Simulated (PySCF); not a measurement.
# C8H12Ti (Ti(vinyl)4): the cost of one run

The runs use PySCF 2.14.0, with density-fitted response routines of our own; the level of theory stands in each step. All values are computed, except where a source is named. Atoms count from 0, in the outputs and in this text.

**1. The starting structure**

21 atoms, charge 0, multiplicity 1; geometry from: GFN2-xTB. The atoms were then displaced at random by about 0.03 Å, so the start is not that level's minimum.

Bonds of the start (Å): Ti0–C1 2.03, Ti0–C6 2.02, Ti0–C11 2.13, Ti0–C16 1.99, C1–C2 1.29, C1–H3 1.07, C2–H4 1.13, C2–H5 1.11, C6–C7 1.35, C6–H8 1.04, C7–H9 1.12, C7–H10 1.01, C11–C12 1.42, C11–H13 1.08, C12–H14 1.12, C12–H15 1.04, C16–C17 1.31, C16–H18 1.16, C17–H19 1.08, C17–H20 1.13.

**2. Geometry optimisation at PBE0-D3(BJ)/def2-SVP**

The job: settings as JSON, then the geometry in Å.

```
{"job": {"xc": "PBE0", "basis": "def2-SVP", "d3": "d3bj", "grid": 1, "maxiter": 40, "shake": 0.03, "kind": "geom"}, "charge": 0, "multiplicity": 1}
Ti     0.062630    -0.071160     0.001930
C     -0.049820     0.110310     2.024640
C      0.537160    -0.854290     2.653370
H     -0.407480     0.910310     2.643840
H      1.090660    -1.677930     2.110030
H      0.656160    -0.897420     3.758320
C      1.944230    -0.140340    -0.718640
C      2.813860     0.795700    -0.286660
H      2.319140    -0.869450    -1.361820
H      2.442670     1.549110     0.461030
H      3.791860     0.818610    -0.531290
C     -0.832720     1.702930    -0.754160
C     -2.222120     1.903520    -0.530290
H     -0.418450     2.491400    -1.367140
H     -2.708410     1.111850     0.095430
H     -2.727300     2.767010    -0.821110
C     -1.018390    -1.638710    -0.584540
C     -1.261240    -1.797530    -1.863560
H     -1.432870    -2.492770     0.080450
H     -0.950480    -1.050680    -2.584960
H     -1.815830    -2.654470    -2.354440
```

Run with:

```sh
$ OMP_NUM_THREADS=2 python probes_run.py task.json out
```

This one command runs all jobs of the session in turn.

**Question.** How long does this first job take on 2 threads of AMD EPYC 9R45, shared host, and how much memory does it need?

About 2 min, with a peak of 1 GiB.
